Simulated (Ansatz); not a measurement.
This script drives the Ansatz DFT code, driven from Python.

`mgau3.extxyz`
```text
4
Lattice="-2.04103794 2.04103794 4.16009655 2.04103794 -2.04103794 4.16009655 2.04103794 2.04103794 -4.16009655" Properties=species:S:1:pos:R:3 pbc="T T T"
Mg    0.00000000    0.00000000    0.00000000
Au    0.00000000    0.00000000    4.16009655
Au    0.00000000    2.04103794    2.08004827
Au    2.04103794    0.00000000    2.08004827
```

Script `mgau3_xc.py`:
```python
import csv

import ansatz

system = ansatz.Crystal.from_extxyz('mgau3.extxyz')

setup = system.calculation()
setup = setup.basis(16 * ansatz.Ha).accuracy('medium')
setup = setup.kpoints(length=27)
setup = setup.occupations('fermi_dirac')
setup = setup.eigensolver('davidson', full_accuracy=True).scf(lower_state_search='light')
setup = setup.forces().stress()

rows = []
for value in ['lda', 'blyp', 'pbesol']:
    data = setup.functional(value).run().report
    rows.append((value, data['free_energy_ev'] / len(data['lattice']['sites']), data['n_iterations'], sum(data['stress_gpa'][i][i] for i in range(3)) / 3, max(abs(f) for row in data['forces_ev_ang'] for f in row), data['n_kpoints']))

with open('xc.csv', 'w', newline='') as handle:
    writer = csv.writer(handle)
    writer.writerow(['functional', 'F/atom (eV)', 'iterations', 'P (GPa)', 'max component (eV/A)', 'k-points'])
    writer.writerows([round(v, 5) if isinstance(v, float) else v for v in row] for row in rows)
print(open('xc.csv').read())
```

It is started by `python mgau3_xc.py`. Estimate its wall time and peak memory on 1 thread of AMD EPYC 7R43 64-Core Processor (Zen 3), with other jobs on the host.

It took about 99 s, with a peak of 0.56 GiB, for 3 runs of the engine.

```console
$ python mgau3_xc.py
DeckWarning: crystal.symmetry: narrowed to the stabiliser of the k-point mesh — unitary ops 16 → 4; excluded 12 operations that carry a point of the 7×7×9 mesh (shift [0, 0, 0]) off the mesh (the run samples exactly the mesh kpoints.mp_grid names, as under [...]
functional,F/atom (eV),iterations,P (GPa),max component (eV/A),k-points
lda,-10124.53066,7,-6.92347,0.0,128
blyp,-10364.10461,7,10.62553,0.00067,128
pbesol,-10233.74652,7,-2.99755,0.00013,128
```
(Warnings from the package without file and line, shortened.)

From lowest to highest: LDA (-6.9 GPa), PBEsol (-3.0 GPa) and BLYP (10.6 GPa). At a fixed cell a lower pressure usually means a smaller equilibrium volume, so LDA prefers the smallest cell and BLYP the largest.

Notes:
- BLYP can be off by several per cent in the lattices of metals, and by several GPa in the pressure at a fixed cell.
- The mesh is modest for a metal, so energies can be off by several to tens of meV an atom and pressures by half a GPa or more; differences at equal mesh fare better.
- Pressure is positive in compression.
- Spin-orbit coupling, which matters for elements this heavy, is left out.
- This cell is a computed structure, which may not be the phase found in nature.
- Total energies of different functionals can't be compared; pressures, moments and gaps at this one structure can.
